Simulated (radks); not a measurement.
# Excited configurations of Co³⁺

Aim: excitation energies and quantum defects of the outer electron of Co³⁺, by total-energy differences.

The numbers are computed with radks (a radial shooting solver on a logarithmic mesh, Libxc functionals) version 1 (non-relativistic Kohn-Sham, PBEsol, spin-polarised, spherical densities, point nucleus; open shells are filled with parallel spins first), except any that are marked as measured or tabulated.

## 1. Starting point

| Property | Result |
| --- | --- |
| element | cobalt (Z = 27) |
| charge | +3 |
| electrons | 24 |
| configuration | [Ar] 3d6 |

The outer shells:

Co³⁺
```
[Ar] core
3d [↑↓][↑ ][↑ ][↑ ][↑ ]
```

## 2. Ground configuration: [Ar] 3d6

Settings of this run:

```text
Z 27
configuration [Ar] 3d6
relativity non-relativistic
functional pbe_sol,pbe_sol
spin polarised
nucleus point
```

## 3. The ion: [Ar] 3d5

Settings of this run:

```text
Z 27
configuration [Ar] 3d5
relativity non-relativistic
functional pbe_sol,pbe_sol
spin polarised
nucleus point
```

## 4. Outer electron in 4p: [Ar] 3d5 4p1

Settings of this run:

```text
Z 27
configuration [Ar] 3d5 4p1
relativity non-relativistic
functional pbe_sol,pbe_sol
spin polarised
nucleus point
```

## 5. Outer electron in 4d: [Ar] 3d5 4d1

Settings of this run:

```text
Z 27
configuration [Ar] 3d5 4d1
relativity non-relativistic
functional pbe_sol,pbe_sol
spin polarised
nucleus point
```

## 6. Outer electron in 6s: [Ar] 3d5 6s1

Settings of this run:

```text
Z 27
configuration [Ar] 3d5 6s1
relativity non-relativistic
functional pbe_sol,pbe_sol
spin polarised
nucleus point
```

## 7. Outer electron in 6d: [Ar] 3d5 6d1

Settings of this run:

```text
Z 27
configuration [Ar] 3d5 6d1
relativity non-relativistic
functional pbe_sol,pbe_sol
spin polarised
nucleus point
```

## 8. Outer electron in 6f: [Ar] 3d5 6f1

Settings of this run:

```text
Z 27
configuration [Ar] 3d5 6f1
relativity non-relativistic
functional pbe_sol,pbe_sol
spin polarised
nucleus point
```

What does the calculation give? Wanted: for each run, outer orbital; excitation; binding; n*; quantum defect; <r>.

The runs gave:

| outer orbital | excitation (eV) | binding (eV) | n* | quantum defect | <r> (bohr) |
| --- | --- | --- | --- | --- | --- |
| 4p | 19.614 | 32.646 | 2.582 | 1.418 | 2.372 |
| 4d | 30.723 | 21.537 | 3.179 | 0.821 | 3.132 |
| 6s | 40.380 | 11.880 | 4.281 | 1.719 | 7.041 |
| 6d | 43.836 | 8.424 | 5.084 | 0.916 | 9.224 |
| 6f | 45.678 | 6.582 | 5.751 | 0.249 | 11.19 |

**Reading.** Binding is E(ion) − E, and n* = 4/√(2·binding) in atomic units. The Δ-SCF energy to the ion that was run is 52.260 eV (NIST's first ionisation energy, to the ion's ground state: 51.3 eV, semi-empirical). Mean quantum defects: p 1.42, d 0.87, s 1.72, f 0.25. They fall with l, since high-l orbitals stay out of the core. Self-interaction in the functional shifts them, so they are the method's values and not measured ones. Open shells are spherical and high-spin; term and fine-structure splittings are not resolved.
